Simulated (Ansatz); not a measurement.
CH3NOSn, SMILES O=[C]1[NH][SnH2]1, a short molecular-dynamics run

Computed with the Ansatz DFT code, driven from Python.

`ch3nosn.xyz`
```text
7

O    -0.73310   -2.22130    0.70900
C    -0.26720   -1.07780    0.37920
N     0.95560   -0.18120    0.36460
Sn   -0.47890    0.71040   -0.47950
H     1.99440   -0.09860    0.62940
H    -1.14150    2.00330    0.55250
H    -0.26810    0.79720   -2.20090
```

Script `run_md.py`:
```python
"""A short Born-Oppenheimer trajectory of CH3NOSn."""

import ansatz as az
import numpy as np

geometry = az.Crystal.molecule_from_extxyz("ch3nosn.xyz")

job = (
    geometry.calculation()
    .basis(gaussian="def2-SVP")
    .functional("hf")
    .md("nvt_nose_hoover", timestep=0.5, steps=20, temperature=300, initial_velocities="maxwell_boltzmann", seed=40, thermostat_time=20)
)
frames = []
job.session().plan().execute(on_event=lambda e: frames.append(e["data"]) if e["event"] == "md_step" else None)
print("t (fs)   E_pot (eV)      E_kin (eV)   T (K)   d(0-1) (A)")
for f in frames[::2]:
    xyz = np.array(f["positions_ang"])
    print(f"{f['time_fs']:6.2f} {f['lagrangian_ev']:14.5f} {f['e_kin_ev']:10.5f} {f['temperature_k']:8.1f} {np.linalg.norm(xyz[0] - xyz[1]):9.4f}")
kept = np.array([f["conserved_ev"] for f in frames])
print(f"conserved energy moves by at most {1000 * np.ptp(kept):.3f} meV")
```

```console
$ python run_md.py
t (fs)   E_pot (eV)      E_kin (eV)   T (K)   d(0-1) (A)
  0.00   -10394.01398    0.19389    300.0    1.2781
  1.00   -10394.14020    0.31713    490.7    1.2795
  2.00   -10394.26979    0.44429    687.4    1.2709
  3.00   -10394.38133    0.55472    858.3    1.2531
  4.00   -10394.66290    0.81998   1268.7    1.2281
  5.00   -10394.98228    1.09889   1700.3    1.1984
  6.00   -10395.08676    1.13758   1760.1    1.1679
  7.00   -10395.05283    1.01749   1574.3    1.1408
  8.00   -10395.07120    0.93937   1453.5    1.1214
  9.00   -10395.24533    1.00339   1552.5    1.1130
 10.00   -10395.52765    1.15193   1782.3    1.1163
conserved energy moves by at most 7.311 meV
```

Notes:
- These settings explore the input space; basis and method may be short of convergence.
- The trajectory is only some femtoseconds long, so its temperature is not equilibrated; where the script doesn't relax first, it starts from a rough generated geometry.
- def2 sets replace the cores of elements past krypton by effective core potentials.
- The temperature counts the internal degrees of freedom alone.
- Wall time of the script: 35 s on 1 thread of Arm Neoverse V2, with other jobs on the host, peak memory 0.23 GiB.

(Lines on the test bed's own set-up are left out of the output.)
